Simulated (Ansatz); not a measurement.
# CH6AlAs: the cost of one run

Program: Ansatz 0.2.0 through its Python package. Level of theory: r2SCAN+D4/def2-SVP. These are calculated values, not measurements.

### Step 1. The system

Bond lengths: C1–As2 1.904 Å, As2–Al3 2.444 Å, C1–H4 1.162 Å, C1–H5 1.138 Å, C1–H6 1.129 Å, As2–H7 1.589 Å, Al3–H8 1.578 Å, Al3–H9 1.642 Å. Angles: C1–As2–Al3 92.4°, C1–As2–H7 93.3°, Al3–As2–H7 93.6°, As2–C1–H4 109.0°, As2–C1–H5 112.0°, As2–C1–H6 114.4°, H4–C1–H5 108.1°, H4–C1–H6 104.9°, H5–C1–H6 108.1°, As2–Al3–H8 119.6°, As2–Al3–H9 120.3°, H8–Al3–H9 120.1°.

No structure file is read: the coordinates are typed or built in the script.

### Step 2. Script

run_scan.py

```python
'''Potential curve of CH6AlAs along one bond.'''

import ansatz as az
import matplotlib.pyplot as plt
import numpy as np

BASIS = 'def2-SVP'
XC = 'r2scan'
VDW = 'd4'

GEOMETRY = '''
C    -0.52470    0.90930   -0.89290
As    0.87310   -0.38120   -0.98030
Al    0.21220   -1.39320    1.14370
H    -0.35740    1.70420   -1.72310
H    -1.54900    0.44000   -1.05480
H    -0.55730    1.49840    0.06980
H     1.93480    0.58840   -0.30310
H     0.16750   -2.96530    1.27730
H    -0.11070   -0.44670    2.44630
'''

mol = az.Crystal.molecule()
for line in GEOMETRY.strip().splitlines():
    symbol, *xyz = line.split()
    mol = mol.atom(symbol, [float(v) for v in xyz])

symbols = [site.symbol for site in mol.cartesian_sites]
start = np.array([site.position_ang for site in mol.cartesian_sites])
axis = (start[8] - start[2]) / np.linalg.norm(start[8] - start[2])
moving = [8]
lengths, energies = [1.445, 1.511, 1.577, 1.642, 1.708, 1.774, 1.839, 1.938], []
for length in lengths:
    xyz = start.copy()
    xyz[moving] += (length - np.linalg.norm(start[8] - start[2])) * axis
    point = az.Crystal.molecule()
    for symbol, place in zip(symbols, xyz):
        point = point.atom(symbol, place.tolist())
    model = (
        point.calculation()
        .basis(gaussian=BASIS)
        .functional(XC, dispersion=VDW)
    )
    summary = model.run(threads=1).report
    energies.append(summary['free_energy_ev'])
    print(f'r = {length:6.3f} A  E = {energies[-1]:.5f} eV  <S^2> = {abs(summary["mean_field"]["state"]["spin_squared"]):.3f}')

# quartic fit about the minimum
fit = np.polynomial.Polynomial.fit(lengths, np.array(energies) - min(energies), 4).convert()
roots = [r.real for r in fit.deriv().roots() if abs(r.imag) < 1e-9 and fit.deriv(2)(r.real) > 0]
r_e = min(roots, key=lambda r: abs(r - lengths[int(np.argmin(energies))]))
print(f'minimum of the fit at {r_e:.4f} A, force constant {fit.deriv(2)(r_e):.2f} eV/A^2')
plt.figure(figsize=(4.5, 3))
plt.plot(lengths, np.array(energies) - min(energies), 'o-')
plt.xlabel('bond length (A)')
plt.ylabel('E - E(min) (eV)')
plt.tight_layout()
plt.savefig('scan.png', dpi=100)
```

### Step 3. Running it

Run with:

```console
$ python run_scan.py
```

Q: Estimate wall time and peak memory on 1 thread of Arm Neoverse V1, shared host.

About 42 s, with a peak of 0.25 GiB.
